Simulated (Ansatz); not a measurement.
# C₃H₉ClFNSn: how energies converge with the basis set

One table from this session's results is given with a row withheld; the runs are named, their logs left out.

Program: Ansatz 0.2.0, Gaussian basis. Level of theory: one geometry, several basis sets. These are calculated values, not measurements.

The runs, in order: PBE0-D4/def2-SVP; ωB97M-V/def2-SVP; PBE0-D4/def2-QZVPP; ωB97M-V/def2-QZVPP; the functionals' def2-TZVPP values are taken from earlier runs.

## Structure used throughout

The geometry comes from an earlier relaxation with PBE0-D4 in a triple-zeta def2 set; it is a stationary point, not always the lowest conformer. Sn takes the def2 core potential; no spin-orbit term is included.

16 atoms, charge 0, spin multiplicity 1.

Atoms are counted from 1 here; the program's logs count them from 0.

Bond lengths: C1–C2 1.513 Å, C1–H8 1.097 Å, C1–H9 1.093 Å, C1–H10 1.091 Å, C2–N3 1.449 Å, C2–H11 1.099 Å, C2–H12 1.102 Å, N3–C4 1.450 Å, N3–Sn5 2.000 Å, C4–H13 1.091 Å, C4–H14 1.100 Å, C4–H15 1.097 Å, Sn5–F6 1.915 Å, Sn5–Cl7 2.331 Å, Sn5–H16 1.691 Å. Angles: C2–C1–H8 111.8°, C2–C1–H9 111.2°, C2–C1–H10 110.6°, H8–C1–H9 108.8°, H8–C1–H10 106.3°, H9–C1–H10 108.1°, C1–C2–N3 112.8°, C1–C2–H11 109.3°, C1–C2–H12 109.5°, N3–C2–H11 107.5°, N3–C2–H12 111.3°, H11–C2–H12 106.2°, C2–N3–C4 112.9°, C2–N3–Sn5 118.6°, C4–N3–Sn5 116.7°, N3–C4–H13 110.7°, N3–C4–H14 112.9°, N3–C4–H15 109.3° and more.

Set-up of the first run:

in.yaml

```yaml
crystal:
  periodic: [false, false, false]
  atoms:
    - {symbol: C, position_ang: [0.032316, -1.869302, -0.711196]}
    - {symbol: C, position_ang: [0.492246, -0.454224, -0.983677]}
    - {symbol: N, position_ang: [0.456760, 0.384113, 0.197468]}
    - {symbol: C, position_ang: [0.890586, 1.743150, -0.063235]}
    - {symbol: Sn, position_ang: [-1.050719, 0.154190, 1.490874]}
    - {symbol: F, position_ang: [-0.824686, 1.663196, 2.648001]}
    - {symbol: Cl, position_ang: [-3.131011, 0.478897, 0.491365]}
    - {symbol: H, position_ang: [-1.033060, -1.907582, -0.450558]}
    - {symbol: H, position_ang: [0.608835, -2.323111, 0.098859]}
    - {symbol: H, position_ang: [0.151611, -2.489640, -1.600879]}
    - {symbol: H, position_ang: [1.529740, -0.473132, -1.345533]}
    - {symbol: H, position_ang: [-0.110162, -0.022941, -1.799864]}
    - {symbol: H, position_ang: [0.826293, 2.348406, 0.841914]}
    - {symbol: H, position_ang: [0.303518, 2.236642, -0.851712]}
    - {symbol: H, position_ang: [1.938534, 1.732895, -0.386117]}
    - {symbol: H, position_ang: [-1.103703, -1.224156, 2.468791]}
basis:
  gaussian: {orbitals: def2-SVP}
hamiltonian: {xc: pbe0, dispersion: d4}
output: {orbitals: {seedname: orbitals}}
```

Steps of the session up to this table: PBE0-D4 in def2-SVP; ωB97M-V in def2-SVP; PBE0-D4 in def2-QZVPP; ωB97M-V in def2-QZVPP.

One table of the session follows, with a row left open; its other results are not shown here.

It belongs to the step «Density functionals: the series». 

| functional | basis | HOMO (eV) |
| --- | --- | --- |
| PBE0-D4 | def2-SVP | -6.70 |
| PBE0-D4 | def2-TZVPP | -6.82 |
| PBE0-D4 | def2-QZVPP | -6.84 |
| ωB97M-V | def2-SVP | -8.96 |
| ωB97M-V | def2-TZVPP | -9.09 |
| ωB97M-V | def2-QZVPP | ? |

Estimate the missing values for ωB97M-V, def2-QZVPP.

**Answer.** HOMO (eV): -9.12. In the column «HOMO (eV)» it is the lowest.
